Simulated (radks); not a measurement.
**Cd in [Kr] 4d10 5s2: an all-electron calculation**

An exercise on one series of results from a longer session: the logs are not shown, and one member is left open.

Method: scalar-relativistic Kohn-Sham, BP86, spin-polarised, spherical densities, point nucleus. Code: radks (a radial shooting solver on a logarithmic mesh, Libxc functionals) version 1.

## The system

```
element       : cadmium (Z = 48)
charge        : 0
electrons     : 48
configuration : [Kr] 4d10 5s2
```

Outer shells as boxes (Hund's rule):

Cd
```
[Kr] core
4d [↑↓][↑↓][↑↓][↑↓][↑↓]
5s [↑↓]
```

The first run:

The run's settings:

```text
Z 48
configuration [Kr] 4d10 5s2 5p0 6s0
relativity scalar-relativistic
functional b88,p86
spin polarised
nucleus point
c 137.035999084
```

Steps of the session up to this table: Self-consistent calculation.

One table of the session follows, with a row left open; its other results are not shown here.

It belongs to the step «Shells». Sizes of the orbitals, from the radial functions (bohr):

| level | <r> | outermost maximum (interpolated) | 90 % within | nodes |
| --- | --- | --- | --- | --- |
| 1s | 0.03039 | 0.0197 | 0.0546 | 0 |
| 2s | 0.1316 | 0.111 | 0.203 | 1 |
| 2p | 0.1148 | 0.0890 | 0.187 | 0 |
| 3s | 0.3583 | 0.324 | 0.527 | 2 |
| 3p | 0.3571 | 0.317 | 0.537 | 1 |
| 3d | 0.3347 | 0.266 | 0.529 | 0 |
| 4s | 0.8787 | 0.795 | 1.28 | 3 |
| 4p | 0.9599 | 0.845 | 1.42 | 2 |
| 4d | ? | ? | ? | ? |
| 5s | 2.881 | 2.33 | 4.37 | 4 |
| 5p | 4.421 | 3.29 | 7.08 | 3 |

Estimate the missing values for 4d.

As computed: <r>: 1.291; outermost maximum (interpolated): 0.981; 90 % within: 2.07; nodes: 1. In the column «<r>» it lies between 4p (0.9599) and 5s (2.881).
